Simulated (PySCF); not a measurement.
# OsH: bond curves at several levels of theory

An exercise on one series of results from a longer session: the logs are not shown, and one member is left open.

Computed with PySCF 2.14.0. Level: H def2-TZVPP, Os def2-TZVPP with ECP60, scalar-relativistic core potentials.

The first run:

Settings of the job:

```yaml
atoms: H, Os
charge: 0
basis: H def2-TZVPP, Os def2-TZVPP with ECP60
Hamiltonian: scalar-relativistic core potentials
basis_functions: 70
electrons_treated: 17
masses_in_u: 1.0078, 191.9615
levels: PBE0, PBE, r²SCAN, PBEsol, M06-2X, BLYP, r²SCAN0, ωB97X, HF, MP2, SCS-MP2, CCSD, CCSD(T)
grid: 80 radial by 434 angular points
occupations: held fixed by the projection of orbital angular momentum
dissociation_limit: H + Os, each in its ground configuration
starting_distance_in_angstrom: 1.545
values_of_2S_to_try: 1, 3, 5, 7
```

Among the steps run: Set-up; First curve: PBE0; Higher solutions at PBE0; PBE; r²SCAN (meta-GGA); PBEsol; M06-2X; BLYP (GGA); r²SCAN0 (hybrid meta-GGA); ωB97X (range-separated hybrid); ROHF (mean field); MP2 and coupled cluster.

One table of the session follows, with a row left open; its other results are not shown here.

Energy (eV) from each level's lowest point:

```
R (Å)   ROHF  ROHF-MP2  ROHF-SCS-MP2  ROHF-CCSD  ROHF-CCSD(T)
1.364  0.724     0.484         0.518        n/a           n/a
1.427  0.355     0.185         0.206      0.260         0.259
1.491      ?         ?             ?          ?             ?
1.538  0.041     0.000         0.000      0.013         0.013
1.586  0.000     0.016         0.007      0.000         0.000
1.634  0.000     0.074         0.056      0.028         0.028
1.697  0.052     0.202         0.172      0.113         0.114
1.776  0.177     0.422         0.378      0.279         0.280
1.871  0.389     0.744         0.682      0.534         0.533
1.998  0.733     1.224         1.140        n/a           n/a
```

**Question.** Estimate the row for R (Å) = 1.491.

Worked estimate for «ROHF». A straight line through the neighbours (1.427, 0.355) and (1.538, 0.041) gives 0.355 + (0.041 − 0.355) × (1.491 − 1.427) / (1.538 − 1.427) = 0.174; a parabola fitted to 4 rows on both sides gives 0.125.

**Answer.** ROHF: 0.133; ROHF-MP2: 0.036; ROHF-SCS-MP2: 0.045; ROHF-CCSD: 0.076; ROHF-CCSD(T): 0.076. In «ROHF» the line misses by +0.041 and the parabola by -0.008.

State 2 has its PBE0 minimum 0.06 eV higher. State 3 has its PBE0 minimum 0.21 eV higher. State 4 has its PBE0 minimum 0.40 eV higher. The other levels ran on the lowest alone.

Caveats from the session: The state is the lowest single determinant that the PBE0 search found; with open d or f shells the true ground state can be another one.
